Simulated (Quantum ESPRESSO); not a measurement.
A calculation with Quantum ESPRESSO 7.5 of CuF (ASE script, structure typed inline):

File run.py:

```python
import numpy as np
from ase.calculators.espresso import Espresso, EspressoProfile
from ase import Atoms

atoms = Atoms(['Cu', 'F'],
              cell=[[2.47100655, 0.0, 0.0], [0.0, 2.47100655, 0.0], [0.0, 0.0, 3.41650139]],
              scaled_positions=[[0.0, 0.0, 0.0], [0.5, 0.5, 0.5]],
              pbc=True)

input_data = {
    'control': {'calculation': 'scf', 'prefix': 'pwscf', 'outdir': './tmp', 'tprnfor': True, 'tstress': True, 'disk_io': 'nowf'},
    'system': {'ecutwfc': 55.0, 'ecutrho': 440.0, 'nbnd': 15, 'occupations': 'smearing', 'smearing': 'fd', 'degauss': 0.00367493},
    'electrons': {'conv_thr': 4e-10, 'electron_maxstep': 120, 'mixing_beta': 0.5},
}
pseudopotentials = {'F': 'f_pbe_v1.4.uspp.F.UPF', 'Cu': 'Cu.paw.z_11.ld1.psl.v1.0.0-low.upf'}
profile = EspressoProfile(command='pw.x', pseudo_dir='pseudo')
dft = Espresso(profile=profile, input_data=input_data, pseudopotentials=pseudopotentials, kpts=(11, 11, 8), koffset=(0, 0, 0))
atoms.calc = dft

print(f'energy {atoms.get_potential_energy():.8f} eV')
print('forces (eV/A)')
print(np.round(atoms.get_forces(), 6))
print('stress (eV/A^3, Voigt)')
print(np.round(atoms.get_stress(), 8))
print(f'Fermi level {dft.get_fermi_level():.4f} eV')
```

Potentials or basis: SSSP 1.3 efficiency PBE.

Run with:

```console
$ OMP_NUM_THREADS=1 python run.py
```

The cell was built by a generator and needn't be a form met in nature.

Task: Write the same calculation in another form: native input, structure typed inline.

Result: As run:

The input pw.in:

```
&CONTROL
  calculation = 'scf'
  prefix = 'pwscf'
  outdir = './tmp'
  pseudo_dir = './pseudo'
  tprnfor = .true.
  tstress = .true.
  disk_io = 'low'
/
&SYSTEM
  ibrav = 0
  celldm(1) = 8
  nat = 2
  ntyp = 2
  ecutwfc = 55
  ecutrho = 440
  nbnd = 15
  occupations = 'smearing'
  smearing = 'fd'
  degauss = 0.00367493
/
&ELECTRONS
  conv_thr = 4d-10
  electron_maxstep = 120
  mixing_beta = 0.5
/
ATOMIC_SPECIES
Cu    63.5460 Cu.paw.z_11.ld1.psl.v1.0.0-low.upf
F     18.9984 f_pbe_v1.4.uspp.F.UPF
CELL_PARAMETERS alat
  0.5836907039570   0.0000000000000   0.0000000000000
  0.0000000000000   0.5836907039570   0.0000000000000
  0.0000000000000   0.0000000000000   0.8070314914379
ATOMIC_POSITIONS crystal
Cu     0.0000000000    0.0000000000    0.0000000000
F      0.5000000000    0.5000000000    0.5000000000
K_POINTS automatic
11 11 8 0 0 0
```

The input pp_density.in:

```
&INPUTPP
  prefix = 'pwscf'
  outdir = './tmp'
  filplot = 'density.dat'
  plot_num = 0
/
&PLOT
  nfile = 1
  filepp(1) = 'density.dat'
  iflag = 3
  output_format = 6
  fileout = 'density.cube'
/
```

pp_potential.in

```
&INPUTPP
  prefix = 'pwscf'
  outdir = './tmp'
  filplot = 'potential.dat'
  plot_num = 11
/
&PLOT
  nfile = 1
  filepp(1) = 'potential.dat'
  iflag = 3
  output_format = 6
  fileout = 'potential.cube'
/
```

Potentials or basis: SSSP 1.3 efficiency PBE.

The run is started by

```console
$ OMP_NUM_THREADS=1 pw.x -in pw.in > pw.out
$ OMP_NUM_THREADS=1 pp.x -in pp_density.in > pp_density.out
$ OMP_NUM_THREADS=1 pp.x -in pp_potential.in > pp_potential.out
```

Both were run:

|  | ASE script, structure typed inline | native input, structure typed inline |
| --- | --- | --- |
| Pressure | 4.1 GPa | 4.1 GPa |
| Band gap on the k mesh | none (metal or under the smearing width) | none (metal or under the smearing width) |

Keys that steer only the numerical path or the files written may differ.

Caveat: the run has no spin polarisation, though such a crystal can be magnetic; semilocal functionals often make such compounds metallic where correlation or magnetic order opens a gap, which also shifts bond lengths.
